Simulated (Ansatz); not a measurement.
# C2H4BN: the cost of one run

Computed with Ansatz 0.2.0, Gaussian basis. Level: unrestricted cation, the program's frozen cores in correlated methods.

Levels to be run: UKS PBE-D4/def2-TZVPP; UKS r2SCAN-D4/def2-TZVPP; UKS PBE0-D4/def2-TZVPP; UKS B3LYP-D4/def2-TZVPP; UKS wB97X-V/def2-TZVPP; UKS wB97M-V/def2-TZVPP; UKS B2PLYP/def2-TZVPP; UHF-MP2/def2-TZVPP; UHF-MP2/def2-QZVPP; then −ε(HOMO) from the neutral's earlier runs with LDA (SPW92), PBE-D4, revPBE-D4, BLYP-D4, r2SCAN-D4, B97M-V, PBE0-D4, B3LYP-D4, r2SCANh-D4, r2SCAN0-D4, HSE06-D4, BHLYP-D4, CAM-B3LYP-D4, LC-ωPBE, ωB97X-V, ωB97M-V.

1 further run of the same task is left out (it didn't finish).

## (1) Structure used throughout

The geometry comes from an earlier relaxation with PBE0-D4 in a triple-zeta def2 set; it is a stationary point, not always the lowest conformer.

SMILES `C#CBN`, 8 atoms, charge 0, spin multiplicity 1.

Atoms are counted from 1 here; the program's logs count them from 0.

Bond lengths: C1–C2 1.207 Å, C1–H5 1.065 Å, C2–B3 1.527 Å, B3–N4 1.388 Å, B3–H6 1.196 Å, N4–H7 1.005 Å, N4–H8 1.006 Å. Angles: C2–C1–H5 179.9°, C1–C2–B3 178.6°, C2–B3–N4 120.4°, C2–B3–H6 120.6°, N4–B3–H6 119.1°, B3–N4–H7 122.7°, B3–N4–H8 123.0°, H7–N4–H8 114.3°.

## (2) Cation, UKS PBE-D4/def2-TZVPP

Contents of in.yaml:

```yaml
crystal:
  periodic: [false, false, false]
  atoms:
    - {symbol: C, position_ang: [-0.386309, 1.935528, -0.918841]}
    - {symbol: C, position_ang: [-0.047563, 0.979563, -0.265355]}
    - {symbol: B, position_ang: [0.399795, -0.207695, 0.584884]}
    - {symbol: N, position_ang: [0.008715, -1.496634, 0.250830]}
    - {symbol: H, position_ang: [-0.684229, 2.781136, -1.494425]}
    - {symbol: H, position_ang: [1.090831, -0.041395, 1.546605]}
    - {symbol: H, position_ang: [0.282191, -2.302698, 0.784939]}
    - {symbol: H, position_ang: [-0.571332, -1.704806, -0.544436]}
basis:
  gaussian: {orbitals: def2-TZVPP}
total_charge: 1
magnetization: {spin_polarized: true, initial_magnetization: 1}
hamiltonian: {xc: pbe, dispersion: d4}
```

On the command line:

```sh
> ansatz run in.yaml --threads 2 --pin off --events-out ev --progress --plain --max-ram 4352MiB
```

**Question.** How long does this run take on 2 threads of Arm Neoverse V1, shared host, and how much memory does it need?

About 12 s, with a peak of 0.39 GiB.
